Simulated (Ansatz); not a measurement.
# AlAs5: from a guess to a relaxed structure

Where does this trial cell of AlAs5 go when cell and atoms are let free?

Program: Ansatz 0.2.0. Level of theory: DFT PBE, scalar-relativistic, plane waves, PAW. These are calculated values, not measurements.

## (1) The structure to begin with

The structure is cubic, space group F-43m (No. 216). The conventional cell has a = 7.980 Å, b = 7.980 Å, c = 7.980 Å, α = 90.00°, β = 90.00°, γ = 90.00°. Al (site symmetry -43m) has 16 As at 3.31 to 3.46 Å as nearest neighbours. As (site symmetry -43m) has 12 As at 3.31 Å and 4 Al at 3.46 Å as nearest neighbours. As (site symmetry 3m) has 9 As at 2.80 to 3.31 Å and 3 Al at 3.31 Å as nearest neighbours.

Coordinates:

```xyz
6
Lattice="0.0000 3.9899 3.9899 3.9899 0.0000 3.9899 3.9899 3.9899 0.0000" Properties=species:S:1:pos:R:3 pbc="T T T"
Al    0.0000    0.0000    0.0000
As    1.9949    1.9949    1.9949
As    4.9800    2.9998    2.9998
As    4.9800    4.9800    4.9800
As    2.9998    2.9998    4.9800
As    2.9998    4.9800    2.9998
```

A structure generator made this guess: species swapped into a database cell of TmCu5 (F-43m, No. 216), with Al on the Tm sites and As on the Cu sites. The dimensions are guesses.

## (2) The guess as it stands, on a coarse mesh

input.yaml reads:

```yaml
crystal:
  lattice:
    - [0.0, 3.9898975, 3.9898975]
    - [3.9898975, 0.0, 3.9898975]
    - [3.9898975, 3.9898975, 0.0]
  atoms:
    - { symbol: Al, position: [0.0, 0.0, 0.0] }
    - { symbol: As, position: [0.25, 0.25, 0.25] }
    - { symbol: As, position: [0.1277616, 0.62407947, 0.62407947] }
    - { symbol: As, position: [0.62407947, 0.62407947, 0.62407947] }
    - { symbol: As, position: [0.62407947, 0.62407947, 0.1277616] }
    - { symbol: As, position: [0.62407947, 0.1277616, 0.62407947] }
basis:
  ecutwfc: 420
kpoints:
  mp_grid: { grid: [4, 4, 4] }
hamiltonian:
  xc: pbe
scf:
  occupations: { method: gaussian, width: 0.1 }
  lower_state_search: "off"
output:
  forces: true
  stress: true
  eigenvalues: true
```

Started as:

```bash
$ ansatz run input.yaml --threads 1 --pin off --max-ram 2560MiB --backend cpu --events-out ev --progress --plain --runs-dir out
```

Further runs follow: relaxation on the finer mesh.

**Question.** What will these runs give? Wanted: conventional cell; volume; energy over the elements; gap on the mesh.

The runs gave:

```
                              quantity                                                                      value
symmetry at the end (tolerance 0.05 Å)                                                space group F-43m (No. 216)
                     conventional cell  a = 7.868 Å, b = 7.868 Å, c = 7.868 Å, α = 90.00°, β = 90.00°, γ = 90.00°
                                volume                                                              20.30 Å³/atom
              energy over the elements                                                              +0.54 eV/atom
                       gap on the mesh                                                               none (metal)
```

What this shows: The space group F-43m (No. 216) is kept, and the volume per atom shrinks by 4.1 % from the first guess. With a positive formation energy it can't be a ground state. No finished test with a distortion of lower symmetry is shown, so the end may be a saddle point.
